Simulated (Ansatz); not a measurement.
# ClF2H3W: the cost of one run

Program: Ansatz 0.2.0. Level of theory: RHF/def2-SVP. These are calculated values, not measurements.

## (1) The system as given

Bond lengths: W1–F2 2.050 Å, W1–H3 1.920 Å, W1–H4 1.720 Å, W1–F5 1.850 Å, W1–Cl6 2.390 Å, W1–H7 1.720 Å. Angles (14 of 15 angles, heavy atoms first): F2–W1–F5 117.0°, F2–W1–Cl6 90.0°, F5–W1–Cl6 90.0°, F2–W1–H3 37.4°, F2–W1–H4 90.0°, F2–W1–H7 153.0°, H3–W1–F5 154.3°, H3–W1–Cl6 90.0°, H4–W1–F5 90.0°, H4–W1–Cl6 180.0°, F5–W1–H7 90.0°, Cl6–W1–H7 90.0°, H3–W1–H4 90.0°, H3–W1–H7 115.7°.

Structure file:

```xyz
7

W     0.0000    0.0000    0.0000
F     0.9293    0.0000    1.8273
H     1.7303    0.0000    0.8322
H     0.0000    1.7200    0.0000
F    -1.8500    0.0000    0.0000
Cl    0.0000   -2.3900    0.0000
H     0.0000    0.0000   -1.7200
```

## (2) Pulling towards end A

Springs on the bonds that form and break draw the guess towards this end; the thresholds are loose.

Contents of input.yaml:

```yaml
crystal:
  periodic: [false, false, false]
  atoms:
    - { symbol: W, position_ang: [0.0, 0.0, 0.0] }
    - { symbol: F, position_ang: [0.9293, 0.0, 1.8273] }
    - { symbol: H, position_ang: [1.7303, 0.0, 0.8322] }
    - { symbol: H, position_ang: [0.0, 1.72, 0.0] }
    - { symbol: F, position_ang: [-1.85, 0.0, 0.0] }
    - { symbol: Cl, position_ang: [0.0, -2.39, 0.0] }
    - { symbol: H, position_ang: [0.0, 0.0, -1.72] }
basis:
  gaussian: { orbitals: def2-SVP }
hamiltonian:
  xc: hf
relax:
  f_tol: 0.15
  max_steps: 25
  restrain:
    - { distance: [1, 2], at: 2.12, k: 30.0 }
    - { distance: [0, 1], at: 1.85, k: 30.0 }
    - { distance: [0, 2], at: 1.72, k: 30.0 }
```

Launch:

```console
> ansatz run input.yaml --threads 1 --pin off --max-ram 2048MiB --backend cpu --events-out ev --progress --plain --runs-dir out
```

Q: Estimate wall time and peak memory on 1 thread of AMD EPYC 7R43 (Zen 3), shared host.

About 70 s, with a peak of 0.2 GiB.
